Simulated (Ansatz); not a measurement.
# AlOF2 (SMILES [O][Al]([F])[F]): UCCSD(T)/STO-3G

What is the vertical electron affinity of AlOF2 at UCCSD(T)/STO-3G? 

The results are computed with Ansatz 0.2.0.

61 further runs of the same task are left out: 15 that didn't finish, 46 set aside as unsound or not needed.

## 1. The system as given

AlOF2 has 4 atoms, charge 0, and is taken as a doublet. As SMILES, `[O][Al]([F])[F]`. Geometry: relaxed at PBE0-D4/def2-TZVP.

Bond lengths: O1–Al2 1.725 Å, Al2–F3 1.631 Å, Al2–F4 1.631 Å. Angles: O1–Al2–F3 119.0°, O1–Al2–F4 119.0°, F3–Al2–F4 122.1°.

## 2. The energy at UCCSD(T)/STO-3G

Contents of input.yaml:

```yaml
crystal:
  periodic: [false, false, false]
  atoms:
    - {symbol: O, position_ang: [0.682900, -0.910900, 1.260000]}
    - {symbol: Al, position_ang: [-0.000600, 0.004300, -0.032400]}
    - {symbol: F, position_ang: [-1.477200, -0.401600, -0.592500]}
    - {symbol: F, position_ang: [0.850400, 1.247900, -0.655300]}
basis:
  gaussian:
    orbitals: STO-3G
accuracy: high
correlation:
  method: ccsd_t
  frozen_orbitals: {Al: 5, F: 1, O: 1}
scf:
  omitted_lower_state_checks: [cluster_reference, increment]
magnetization:
  spin_polarized: true
  initial_magnetization: 1
```

Command:

```
$ ansatz run input.yaml --threads 1 --pin off --max-ram 2610MiB --events-out events.jsonl --progress --plain --runs-dir runs
```

Output (excerpt; [...] marks lines left out):

```text
Warning: RAYON_NUM_THREADS=1 ignored (pool sized by the plan → 1); use --threads N
Functional definition: HF
  name "HF"
[...]
447 factors; integrals over basis functions are off by at most 2.6e-8 eV
[...]
mean field -13851.19911574 eV, -509.0221788234 hartree, gradient 3.6e-8 eV, S^2 0.755758; 5 other end points of the search recorded, 0 dependent functions left out
8 core orbitals not correlated: weight in the atoms' cores, before any rotation towards them, 1.000 or more for the frozen orbitals, at most 0.000 for the correlated occupied ones
reference -13851.19911574 eV, -509.0221788234 hartree; 12, 11 occupied and 4, 5 virtual orbitals, 447 factors
second order -1.85911659 eV of doubles, -0.00000000 eV of singles
cycle   1  -1.99770448 eV  change   -1.4e-1 eV  update   8.5e-2
[...]
cycle  26  -2.25775107 eV  change   3.4e-10 eV  update  7.3e-10
perturbative correction -0.18381654 eV, -0.0067551334 hartree
Total energy: -13853.64068335 eV, -509.1119047781 hartree
Checks for a lower state left out: cluster_reference, increment
```

Run time: 0.44 s. Hardware: 1 thread of Arm Neoverse V2, shared host.

## 3. The singlet anion at the same level

Contents of input.yaml:

```yaml
basis:
  gaussian:
    orbitals: STO-3G
crystal:
  periodic: [false, false, false]
  atoms:
    - {symbol: O, position_ang: [0.682900, -0.910900, 1.260000]}
    - {symbol: Al, position_ang: [-0.000600, 0.004300, -0.032400]}
    - {symbol: F, position_ang: [-1.477200, -0.401600, -0.592500]}
    - {symbol: F, position_ang: [0.850400, 1.247900, -0.655300]}
total_charge: -1
correlation:
  method: ccsd_t
  frozen_orbitals: {Al: 5, F: 1, O: 1}
accuracy: high
scf:
  omitted_lower_state_checks: [cluster_reference, increment]
```

Command:

```
$ ansatz run input.yaml --threads 1 --pin off --max-ram 2610MiB --events-out events.jsonl --progress --plain --runs-dir runs
```

Output (excerpt; [...] marks lines left out):

```text
Warning: RAYON_NUM_THREADS=1 ignored (pool sized by the plan → 1); use --threads N
[... 2 set-up lines as earlier in the session ...]
[...]
447 factors; integrals over basis functions are off by at most 2.6e-8 eV
[...]
mean field -13844.00788869 eV, -508.7579061039 hartree, gradient 2.2e-8 eV, S^2 0.000000; 0 other end points of the search recorded, 0 dependent functions left out
8 core orbitals not correlated: weight in the atoms' cores, before any rotation towards them, 1.000 or more for the frozen orbitals, at most 0.000 for the correlated occupied ones
reference -13844.00788869 eV, -508.7579061039 hartree; 12, 12 occupied and 4, 4 virtual orbitals, 447 factors
second order -2.72730636 eV of doubles, -0.00000000 eV of singles
cycle   1  -2.69939640 eV  change    2.8e-2 eV  update   1.5e-1
[...]
cycle  20  -3.15116832 eV  change   5.1e-10 eV  update   2.4e-9
perturbative correction -0.34268257 eV, -0.0125933523 hartree
Total energy: -13847.50173959 eV, -508.8863027560 hartree
Checks for a lower state left out: cluster_reference, increment
```

Wall time 0.2 s (1 thread of Arm Neoverse V2, shared host).

## 4. What came out

Level: UCCSD(T)/STO-3G, 8 core orbitals frozen.

| quantity | value |
| --- | --- |
| doublet AlOF2: total energy | -509.11190 Eh |
| doublet AlOF2: correlation energy (8 core orbitals frozen) | -89.7 mEh |
| doublet AlOF2: (T) correction | -6.76 mEh |
| doublet AlOF2: ⟨S²⟩ of the reference determinant | 0.756 |
| doublet AlOF2: T1 diagnostic | 0.016 |
| singlet anion: total energy | -508.88630 Eh |
| singlet anion: correlation energy (8 core orbitals frozen) | -128.4 mEh |
| singlet anion: (T) correction | -12.59 mEh |
| singlet anion: T1 diagnostic | 0.031 |
| vertical electron affinity (to the singlet anion) | -6.139 eV |

What this shows: The anion lies 6.14 eV (142 kcal/mol) above the neutral: the electron isn't bound at this level, and such a value depends on the basis. Without diffuse functions anions come out too high. In a minimal basis such a difference can be off by several eV, whatever the method. The triples (doublet AlOF2) make up 7.5 % of the correlation energy. The T1 diagnostic (singlet anion) of 0.031 is above the customary mark for such species, so a single reference may not serve. The triples (singlet anion) make up 9.8 % of the correlation energy.
